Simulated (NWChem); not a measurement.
**C3H9NSi (SMILES C[Si]N(C)C) at 4 levels**

Aim: a comparison of 4 runs (HF/STO-3G, HF/3-21G, B3LYP/6-31G*) of C3H9NSi. 

Program for the calculation: NWChem 7.3.0.

## (1) The structure to begin with

C3H9NSi has 14 atoms, charge 0, and is taken as a singlet. SMILES: `C[Si]N(C)C`. The coordinates come from a PBE0-D4/def2-TZVP relaxation. This is one conformer, not always the lowest.

Bond lengths: C1–Si2 1.908 Å, Si2–N3 1.719 Å, N3–C4 1.444 Å, N3–C5 1.449 Å, C1–H6 1.096 Å, C1–H7 1.096 Å, C1–H8 1.093 Å, C4–H9 1.088 Å, C4–H10 1.097 Å, C4–H11 1.097 Å, C5–H12 1.097 Å, C5–H13 1.097 Å, C5–H14 1.092 Å. Some angles: C1–Si2–N3 101.5°, Si2–N3–C4 129.9°, Si2–N3–C5 118.4°, C4–N3–C5 111.8°, Si2–C1–H6 112.2°, Si2–C1–H7 112.3°, Si2–C1–H8 109.3°, N3–C4–H9 111.2°, N3–C4–H10 110.8°, N3–C4–H11 110.8°.

## (2) Energy and forces at HF/STO-3G (run 1)

mol.nw

```
start mol
memory stack 880 mb heap 220 mb global 1100 mb
charge 0

geometry units angstroms noautosym nocenter noautoz
 C       -1.926900       0.083900       1.290000
 Si      -0.860000       1.344200       0.334800
 N        0.370400       0.332300      -0.310900
 C        0.561800      -1.093100      -0.177000
 C        1.405000       0.939100      -1.123500
 H       -2.344800      -0.686600       0.632200
 H       -1.362500      -0.422500       2.081200
 H       -2.763700       0.604300       1.762300
 H       -0.219600      -1.539200       0.434400
 H        1.531400      -1.314500       0.287000
 H        0.552100      -1.581800      -1.159600
 H        2.397200       0.779300      -0.683400
 H        1.415100       0.511300      -2.133800
 H        1.231600       2.014000      -1.204700
end

basis "ao basis" spherical bse
 * library STO-3G
end

scf
 thresh 1e-08
 maxiter 80
 noprint "final vectors analysis"
end

task scf gradient
```

The run is started by

```console
nwchem mol.nw > mol.out
```

Output:

```text
[...]
  functions       =    38
[...]
  wavefunction    = RHF
[...]
         Total SCF energy =   -456.793714947028
      One-electron energy =  -1084.602487387304
      Two-electron energy =    399.688943300058
 Nuclear repulsion energy =    228.119829140218
        Time for solution =      2.9s
[...]
                         RHF ENERGY GRADIENTS
    atom               coordinates                        gradient
                 x          y          z           x          y          z
   1 C      -3.641313   0.158548   2.437747   -0.003458   0.004724   0.001533
   2 Si     -1.625164   2.540170   0.632680   -0.001911  -0.000142   0.001275
   3 N       0.699955   0.627956  -0.587516    0.032730  -0.018816  -0.018697
   4 C       1.061648  -2.065659  -0.334481   -0.008723   0.022370   0.001775
   5 C       2.655065   1.774642  -2.123107   -0.015009  -0.004794   0.011117
   6 H      -4.431029  -1.297486   1.194685   -0.002824  -0.006776  -0.008155
   7 H      -2.574752  -0.798409   3.932898    0.007414  -0.004069   0.007011
   8 H      -5.222636   1.141961   3.330264   -0.006499   0.005877   0.003326
   9 H      -0.414984  -2.908666   0.820897   -0.002474   0.000493   0.001587
  10 H       2.893926  -2.484045   0.542351    0.003531   0.002117   0.000990
  11 H       1.043318  -2.989169  -2.191326    0.000107   0.001193  -0.004062
[...]
```

It took 4.2 s on 1 thread of AMD EPYC 9R45 (Zen 5), shared host; peak memory 0.1 GiB.

## (3) Energy and gradient at HF/3-21G (run 2)

calc.nw

```
start calc
title "C3H9NSi"
memory stack 880 mb heap 220 mb global 1100 mb

geometry noautosym nocenter noautoz
 C       -1.926900       0.083900       1.290000
 Si      -0.860000       1.344200       0.334800
 N        0.370400       0.332300      -0.310900
 C        0.561800      -1.093100      -0.177000
 C        1.405000       0.939100      -1.123500
 H       -2.344800      -0.686600       0.632200
 H       -1.362500      -0.422500       2.081200
 H       -2.763700       0.604300       1.762300
 H       -0.219600      -1.539200       0.434400
 H        1.531400      -1.314500       0.287000
 H        0.552100      -1.581800      -1.159600
 H        2.397200       0.779300      -0.683400
 H        1.415100       0.511300      -2.133800
 H        1.231600       2.014000      -1.204700
end

basis spherical bse
 * library 3-21G
end

scf
 nopen 0
 rhf
 thresh 1e-08
 maxiter 80
end

task scf gradient
```

The run is started by

```console
nwchem calc.nw > calc.out
```

Output:

```text
[...]
  functions       =    67
[...]
  wavefunction    = RHF
[...]
         Total SCF energy =   -459.737922851412
      One-electron energy =  -1084.451821420689
      Two-electron energy =    396.594069429059
 Nuclear repulsion energy =    228.119829140218
        Time for solution =      3.9s
[...]
                         RHF ENERGY GRADIENTS
    atom               coordinates                        gradient
                 x          y          z           x          y          z
   1 C      -3.641313   0.158548   2.437747    0.012878   0.010832  -0.010702
   2 Si     -1.625164   2.540170   0.632680    0.003260  -0.015460   0.000610
   3 N       0.699955   0.627956  -0.587516    0.001198  -0.001892  -0.000475
   4 C       1.061648  -2.065659  -0.334481   -0.002097   0.019307  -0.002146
   5 C       2.655065   1.774642  -2.123107   -0.015573  -0.008151   0.012103
   6 H      -4.431029  -1.297486   1.194685   -0.001495  -0.003067  -0.003498
   7 H      -2.574752  -0.798409   3.932898    0.003097  -0.001884   0.003332
   8 H      -5.222636   1.141961   3.330264   -0.003690   0.003096   0.001937
   9 H      -0.414984  -2.908666   0.820897   -0.005749  -0.001868   0.004241
  10 H       2.893926  -2.484045   0.542351    0.005468  -0.001063   0.002411
  11 H       1.043318  -2.989169  -2.191326    0.000099  -0.002520  -0.005516
[...]
```

Run time: 5.1 s. Hardware: 1 thread of AMD EPYC 9R45 (Zen 5), shared host; peak memory 0.1 GiB.

## (4) Energy and forces at B3LYP/6-31G(d) (Cartesian functions) (run 3)

run.py

```python
from ase import Atoms
from ase.calculators.nwchem import NWChem

atoms = Atoms(['C', 'Si', 'N', 'C', 'C', 'H', 'H', 'H', 'H', 'H', 'H', 'H', 'H', 'H'], positions=[
    [-1.926900, 0.083900, 1.290000],
    [-0.860000, 1.344200, 0.334800],
    [0.370400, 0.332300, -0.310900],
    [0.561800, -1.093100, -0.177000],
    [1.405000, 0.939100, -1.123500],
    [-2.344800, -0.686600, 0.632200],
    [-1.362500, -0.422500, 2.081200],
    [-2.763700, 0.604300, 1.762300],
    [-0.219600, -1.539200, 0.434400],
    [1.531400, -1.314500, 0.287000],
    [0.552100, -1.581800, -1.159600],
    [2.397200, 0.779300, -0.683400],
    [1.415100, 0.511300, -2.133800],
    [1.231600, 2.014000, -1.204700],
])

calc = NWChem(
    label='c3h9nsi',
    theory='dft',
    memory='2200 mb',
    basis='6-31G*',
    dft={'xc': 'b3lyp', 'mult': '1', 'grid': 'fine', 'convergence': 'energy 1e-08', 'iterations': '100', 'mulliken': None, 'print': 'low'},
)
atoms.calc = calc

forces = atoms.get_forces()
print("Total energy (eV):", round(atoms.get_potential_energy(), 6))
print("forces (eV/A):")
for s, f in zip(atoms.symbols, forces):
    print(f"{s:2s} {f[0]:10.5f} {f[1]:10.5f} {f[2]:10.5f}")
```

The run is started by

```console
export ASE_NWCHEM_COMMAND="nwchem PREFIX.nwi > PREFIX.nwo"
python run.py
```

Output:

```text
Total energy (eV): -12625.199526
forces (eV/A):
C    -0.09816   -0.10346    0.08510
Si   -0.24266    0.58107    0.05826
N     0.02777   -0.02335   -0.01383
C     0.03399   -0.35044    0.04170
C     0.24287    0.16733   -0.19797
H    -0.07446   -0.09338   -0.02103
H     0.00653   -0.07009    0.09647
H    -0.09487    0.02396    0.05986
H    -0.04062   -0.05764    0.03805
H     0.09544   -0.03841    0.04376
H     0.00365   -0.06381   -0.09205
H     0.10706   -0.01095    0.02941
H     0.01692   -0.03476   -0.10284
H     0.01651    0.07389   -0.02484
```

The calculator wrote c3h9nsi.nwi:

```
title "c3h9nsi"

permanent_dir c3h9nsi

scratch_dir c3h9nsi

start c3h9nsi

geometry units angstrom nocenter noautosym noautoz
  C  -1.9269000000000001e+00 8.3900000000000002e-02 1.2900000000000000e+00
  Si -8.5999999999999999e-01 1.3442000000000001e+00 3.3479999999999999e-01
  N  3.7040000000000001e-01 3.3229999999999998e-01 -3.1090000000000001e-01
  C  5.6179999999999997e-01 -1.0931000000000000e+00 -1.7699999999999999e-01
  C  1.4050000000000000e+00 9.3910000000000005e-01 -1.1234999999999999e+00
  H  -2.3448000000000002e+00 -6.8659999999999999e-01 6.3219999999999998e-01
  H  -1.3625000000000000e+00 -4.2249999999999999e-01 2.0811999999999999e+00
  H  -2.7637000000000000e+00 6.0429999999999995e-01 1.7623000000000000e+00
  H  -2.1959999999999999e-01 -1.5391999999999999e+00 4.3440000000000001e-01
  H  1.5314000000000001e+00 -1.3145000000000000e+00 2.8699999999999998e-01
  H  5.5210000000000004e-01 -1.5818000000000001e+00 -1.1596000000000000e+00
  H  2.3972000000000002e+00 7.7929999999999999e-01 -6.8340000000000001e-01
  H  1.4151000000000000e+00 5.1129999999999998e-01 -2.1337999999999999e+00
  H  1.2316000000000000e+00 2.0139999999999998e+00 -1.2047000000000001e+00
end

memory 2200 mb

basis noprint
   * library 6-31G*
end

dft
  xc b3lyp
  mult 1
  grid fine
  convergence energy 1e-08
  iterations 100
  mulliken
  print low
end

task dft gradient
```

c3h9nsi.nwo:

```text
Northwest Computational Chemistry Package (NWChem) 7.3.0
             --------------------------------------------------------

           Job information
           ---------------

    nwchem branch   = 7.3.0
    use scalapack   = T
    input           = c3h9nsi.nwi
    prefix          = c3h9nsi.
    data base       = c3h9nsi/c3h9nsi.db
    status          = startup
    nproc           =        1

           Memory information
           ------------------

    heap     =     72089598 doubles =      550.0 Mbytes
    stack    =     72089595 doubles =      550.0 Mbytes
    global   =    144179200 doubles =     1100.0 Mbytes (distinct from heap & stack)
    total    =    288358393 doubles =     2200.0 Mbytes
    verify   = yes
    hardfail = no

[... 38 lines left out ...]
            Nuclear Dipole moment (a.u.)
[... 85 lines left out ...]
   convergence    iter        energy       DeltaE   RMS-Dens  Diis-err    time
[... 13 lines left out ...]
         Total DFT energy =     -463.967528683825
      One electron energy =    -1088.238538316064
           Coulomb energy =      443.648290902712
    Exchange-Corr. energy =      -47.497110410691
 Nuclear repulsion energy =      228.119829140218
[... 21 lines left out ...]
    Atom       Charge   Shell Charges
 -----------   ------   -------------------------------------------------------
    1 C    6     6.69   1.98  0.37  1.94  0.36  1.57  0.48
    2 Si  14    13.72   2.00  1.98  5.87  0.50  1.40  0.53  0.70  0.74
    3 N    7     7.29   1.98  0.52  2.35  0.35  1.57  0.53
[... 10 lines of this table left out ...]
   14 H    1     0.83   0.49  0.34

                         DFT ENERGY GRADIENTS

    atom               coordinates                        gradient
                 x          y          z           x          y          z
   1 C      -3.641313   0.158548   2.437747    0.001909   0.002012  -0.001655
   2 Si     -1.625164   2.540170   0.632680    0.004719  -0.011300  -0.001133
   3 N       0.699955   0.627956  -0.587516   -0.000540   0.000454   0.000269
[... 10 lines of this table left out ...]
  14 H       2.327387   3.805908  -2.276553   -0.000321  -0.001437   0.000483

 Task  times  cpu:       25.5s     wall:       25.5s
 Total times  cpu:       25.5s     wall:       25.5s
```

Run time: 26 s. Hardware: 1 thread of AMD EPYC 9R45 (Zen 5), shared host; peak memory 0.13 GiB.

## (5) Energy and gradient at B3LYP/6-31G(d) (spherical functions) (run 4)

a.nw

```
START a
memory total 2200 mb
charge 0

GEOMETRY units atomic noautosym nocenter noautoz
  C   -3.64131327   0.15854802   2.43774670
  Si  -1.62516447   2.54016986   0.63268031
  N    0.69995456   0.62795599  -0.58751585
  C    1.06164814  -2.06565963  -0.33448152
  C    2.65506521   1.77464180  -2.12310730
  H   -4.43102982  -1.29748596   1.19468486
  H   -2.57475184  -0.79840929   3.93289801
  H   -5.22263609   1.14196150   3.33026435
  H   -0.41498386  -2.90866645   0.82089703
  H    2.89392659  -2.48404499   0.54235140
  H    1.04331779  -2.98916878  -2.19132641
  H    4.53005147   1.47266357  -1.29143883
  H    2.67415144   0.96621697  -4.03229760
  H    2.32738670   3.80590841  -2.27655306
END

BASIS spherical bse
  C library 6-31G*
  Si library 6-31G*
  N library 6-31G*
  H library 6-31G*
END

DFT
  xc b3lyp
  grid fine
  convergence energy 1e-08
  iterations 100
  mulliken
  print medium
END

TASK dft gradient
```

The run is started by

```console
nwchem a.nw > a.out
```

Output:

```text
[...]
          Wavefunction type:  closed shell.
          No. of atoms     :    14
          No. of electrons :    48
[...]
          Charge           :     0
          Spin multiplicity:     1
[...]
          AO basis - number of functions:    92
[...]
              XC Information
              --------------
                         B3LYP Method XC Potential
                     Hartree-Fock (Exact) Exchange  0.200
                        Slater Exchange Functional  0.800 local
                    Becke 1988 Exchange Functional  0.720 non-local
              Lee-Yang-Parr Correlation Functional  0.810
                  VWN I RPA Correlation Functional  0.190 local
[...]
 d= 0,ls=0.0,diis     1   -463.9142712894 -6.92D+02  8.12D-03  3.98D-01     2.5
[...]
 d= 0,ls=0.0,diis    10   -463.9626495870 -2.77D-09  4.12D-07  2.11D-09    19.7
         Total DFT energy =     -463.962649586970
      One electron energy =    -1088.305918986314
           Coulomb energy =      443.768433871931
    Exchange-Corr. energy =      -47.544977054087
 Nuclear repulsion energy =      228.119812581499
[...]
  wavefunction    = closed shell
                         DFT ENERGY GRADIENTS
    atom               coordinates                        gradient
                 x          y          z           x          y          z
   1 C      -3.641313   0.158548   2.437747    0.001973   0.002082  -0.001712
   2 Si     -1.625164   2.540170   0.632680    0.004666  -0.011450  -0.001069
   3 N       0.699955   0.627956  -0.587516   -0.000511   0.000412   0.000256
   4 C       1.061648  -2.065660  -0.334482   -0.000643   0.006796  -0.000819
   5 C       2.655065   1.774642  -2.123107   -0.004747  -0.003255   0.003867
   6 H      -4.431030  -1.297486   1.194685    0.001467   0.001865   0.000444
   7 H      -2.574752  -0.798409   3.932898   -0.000161   0.001399  -0.001917
   8 H      -5.222636   1.141962   3.330264    0.001891  -0.000491  -0.001191
   9 H      -0.414984  -2.908666   0.820897    0.000813   0.001151  -0.000761
  10 H       2.893927  -2.484045   0.542351   -0.001897   0.000766  -0.000867
  11 H       1.043318  -2.989169  -2.191326   -0.000075   0.001270   0.001828
[...]
```

Run time: 25 s. Hardware: 1 thread of AMD EPYC 9R45 (Zen 5), shared host; peak memory 0.13 GiB.

## (6) The series

| run | level | Cartesian functions | iteration cap | energy (Eh) | dipole moment (D) | largest force (eV/Å) | wall time |
| --- | --- | --- | --- | --- | --- | --- | --- |
| 1 | HF/STO-3G | no | 80 | -456.793715 | 0.56 | 2.166 | 4.2 s |
| 2 | HF/3-21G | no | 80 | -459.737923 | 2.20 | 1.097 | 5.1 s |
| 3 | B3LYP/6-31G* (Cartesian functions) | yes | 100 | -463.967529 | – | 0.632 | 26 s |
| 4 | B3LYP/6-31G* (spherical functions) | no | 100 | -463.962650 | 2.33 | 0.638 | 25 s |

## (7) What came out

| quantity | value |
| --- | --- |
| run 4: total energy | -463.96265 Eh |
| run 4: dipole moment | 2.33 D |
| run 4: HOMO energy | -5.51 eV |
| run 4: LUMO energy | -1.09 eV |
| run 4: HOMO–LUMO gap | 4.42 eV |
| run 4: largest force on an atom | 0.638 eV/Å |

In words: Over runs 1, 2, 4 the dipole moment (its size) runs from 0.56 D (HF/STO-3G) to 2.33 D (B3LYP/6-31G*). The two ends differ in method and basis. In run 1 the basis is minimal, so the values are rough. All runs together took 61 s, the longest 26 s.
